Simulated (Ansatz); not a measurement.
# Sc3Ge: the cost of one run

Computed with Ansatz 0.2.0 (DFT PBE, scalar-relativistic, plane waves, PAW, unless a step's input says otherwise).

**1. The system as given**

Symmetry: P-6m2, No. 187, hexagonal system. Conventional cell: a = 3.074 Å, b = 3.074 Å, c = 9.263 Å, α = 90.00°, β = 90.00°, γ = 120.00°. Sc (site symmetry -6m2) has 12 Sc at 3.04 to 3.07 Å as nearest neighbours. Sc (site symmetry 3m) is surrounded by 3 Ge at 2.79 Å and 9 Sc at 3.04 to 3.07 Å. Ge (site symmetry -6m2) has 6 Sc at 2.79 Å and 6 Ge at 3.07 Å as nearest neighbours.

Coordinates:

```cif
data_structure
_symmetry_space_group_name_H-M 'P-6m2'
_symmetry_Int_Tables_number 187
_cell_length_a 3.0742
_cell_length_b 3.0742
_cell_length_c 9.2626
_cell_angle_alpha 90.000
_cell_angle_beta 90.000
_cell_angle_gamma 120.000
_cell_volume 75.81
loop_
_atom_site_label
_atom_site_type_symbol
_atom_site_symmetry_multiplicity
_atom_site_Wyckoff_symbol
_atom_site_fract_x
_atom_site_fract_y
_atom_site_fract_z
_atom_site_occupancy
Sc1 Sc 1 a 0.00000 0.00000 0.00000 1
Sc2 Sc 2 i 0.66667 0.33333 0.73291 1
Ge1 Ge 1 b 0.00000 0.00000 0.50000 1
```

A structure generator made this guess: species swapped into a database cell of MgSn3 (P-6m2, No. 187), with Ge on the Mg sites and Sc on the Sn sites. Lengths come from tabulated atomic sizes and are only a guess.

**2. Probe: one point on a coarse mesh**

input.yaml reads:

```yaml
crystal:
  lattice:
    - [3.0741563, 0.0, 0.0]
    - [-1.53707815, 2.66229745, 0.0]
    - [0.0, 0.0, 9.26256422]
  atoms:
    - { symbol: Sc, position: [0.0, 0.0, 0.0] }
    - { symbol: Sc, position: [0.66666667, 0.33333333, 0.7329089] }
    - { symbol: Sc, position: [0.66666667, 0.33333333, 0.2670911] }
    - { symbol: Ge, position: [0.0, 0.0, 0.5] }
basis:
  ecutwfc: 420
kpoints:
  mp_grid: { grid: [6, 6, 2] }
hamiltonian:
  xc: pbe
scf:
  occupations: { method: gaussian, width: 0.1 }
  lower_state_search: "off"
output:
  forces: true
  stress: true
  eigenvalues: true
```

On the command line:

```
> ansatz run input.yaml --threads 1 --pin off --max-ram 2560MiB --backend cpu --events-out ev --progress --plain --runs-dir out
```

**Question.** How long does this run take on 1 thread of Arm Neoverse V1, shared host, and how much memory does it need?

About 3.7 s, with a peak of 0.32 GiB.
